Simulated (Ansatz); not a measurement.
**Orthosilicic acid (SiH₄O₄): a ladder of functionals and wavefunction methods**

Aim: compute orthosilicic acid (SiH₄O₄) with functionals from several rungs and with coupled cluster, and see how far each lands from CCSD(T) at the basis-set limit for the atomisation energy.

Method: functionals in def2-TZVPP, the program's frozen cores in correlated methods; program: Ansatz 0.2.0, Gaussian basis.

The runs, in order: LDA (SPW92), PBE-D4, revPBE-D4, BLYP-D4, r2SCAN-D4, B97M-V, PBE0-D4, B3LYP-D4, r2SCANh-D4, r2SCAN0-D4, HSE06-D4, BHLYP-D4, CAM-B3LYP-D4, LC-ωPBE, ωB97X-V, ωB97M-V, B2PLYP, PBE-QIDH; CCSD(T)/def2-SVP; CCSD(T)/def2-TZVPP; CCSD(T)/def2-QZVPP; extrapolation to the limit; RPA on PBE.

## 1. Structure used throughout

All runs share one geometry, relaxed beforehand with PBE0-D4 in a triple-zeta def2 set.

SMILES `O[Si](O)(O)O`, 9 atoms, charge 0, spin multiplicity 1.

Atoms are counted from 1 here; the program's logs count them from 0.

Bond lengths: O1–Si2 1.631 Å, O1–H6 0.958 Å, Si2–O3 1.631 Å, Si2–O4 1.631 Å, Si2–O5 1.631 Å, O3–H7 0.958 Å, O4–H8 0.958 Å, O5–H9 0.958 Å. Angles: Si2–O1–H6 116.6°, O1–Si2–O3 106.4°, O1–Si2–O4 115.8°, O1–Si2–O5 106.4°, O3–Si2–O4 106.4°, O3–Si2–O5 115.8°, O4–Si2–O5 106.4°, Si2–O3–H7 116.6°, Si2–O4–H8 116.6°, Si2–O5–H9 116.6°.

## 2. LDA

This LDA is Slater exchange with PW92 correlation.

in.yaml reads:

```yaml
crystal:
  periodic: [false, false, false]
  atoms:
    - {symbol: O, position_ang: [-0.969063, 0.776327, -1.057561]}
    - {symbol: Si, position_ang: [-0.000026, -0.000002, -0.000043]}
    - {symbol: O, position_ang: [1.527557, 0.433665, -0.372193]}
    - {symbol: O, position_ang: [-0.043146, -1.629307, -0.059865]}
    - {symbol: O, position_ang: [-0.515439, 0.419344, 1.489445]}
    - {symbol: H, position_ang: [-0.639600, 0.869499, -1.952410]}
    - {symbol: H, position_ang: [2.226326, -0.134855, -0.045880]}
    - {symbol: H, position_ang: [-0.768247, -2.056200, 0.398349]}
    - {symbol: H, position_ang: [-0.818362, 1.321538, 1.600168]}
basis:
  gaussian: {orbitals: def2-TZVPP}
hamiltonian: {xc: lda}
output: {orbitals: {seedname: orbitals}}
```

The run is started by

```bash
ansatz run in.yaml --threads 2 --pin off --events-out ev --progress --plain --max-ram 32768MiB --backend cpu
```

Further steps of the session: PBE-D4 (GGA); revPBE-D4 (GGA); BLYP-D4 (GGA); r2SCAN-D4 (meta-GGA); B97M-V (meta-GGA); B3LYP-D4 (hybrid); r2SCANh-D4 (hybrid); r2SCAN0-D4 (hybrid); HSE06-D4 (hybrid); BHLYP-D4 (hybrid); CAM-B3LYP-D4 (range-separated); LC-ωPBE (range-separated); ωB97X-V (range-separated); ωB97M-V (range-separated); B2PLYP (double hybrid); PBE-QIDH (double hybrid); CCSD(T) in def2-SVP; CCSD(T) in def2-TZVPP; CCSD(T) in def2-QZVPP; RPA on PBE orbitals.

**Question.** What will the summary of the whole plan be? Wanted: atomisation energy, CCSD(T)/CBS; farthest beyond LDA; mean size of error, GGA; mean size of error, meta-GGA; mean size of error, hybrid; mean size of error, range-separated; mean size of error, double hybrid; gap, smallest and largest; T1 diagnostic.

As calculated:

```
                               quantity                                  value
        atomisation energy, CCSD(T)/CBS                         906.1 kcal/mol
functionals within 4.5 kcal/mol (0.5 %)                                 PBE-D4
                    farthest beyond LDA              BHLYP-D4 (-52.3 kcal/mol)
                mean size of error, GGA                          13.4 kcal/mol
           mean size of error, meta-GGA                           9.9 kcal/mol
             mean size of error, hybrid                          27.1 kcal/mol
    mean size of error, range-separated                           8.9 kcal/mol
      mean size of error, double hybrid                          20.9 kcal/mol
              gap, smallest and largest  6.75 eV (BLYP-D4), 14.64 eV (LC-ωPBE)
                          T1 diagnostic                                 0.0110
triples share of the correlation energy                                  3.3 %
```

In words: The LDA atomisation energy is off by 133.4 kcal/mol (15 %): it overbinds. PBE-D4 is off by +1.5 kcal/mol. Double hybrids carry the basis error of their MP2 part in triple zeta, and no dispersion term here, so their miss is partly the set-up's. Taken by rung, range-separated functionals do best (8.9 kcal/mol on average) and hybrid ones worst beyond LDA (27.1 kcal/mol). The gap between the best rungs is small, so their order is not settled. The mean of the hybrids holds BHLYP, with half exact exchange. The reference freezes the cores and leaves out relativity and excitations past (T), so misses under about 4.5 kcal/mol can't be ranked. Hartree-Fock recovers 69 % of the binding; the rest is correlation. CCSD(T) in def2-SVP is off by -90.6 kcal/mol, so the small basis spoils what the method gains. The gap grows from 6.8 to 14.6 eV across the functionals, mostly with the share of exact exchange.
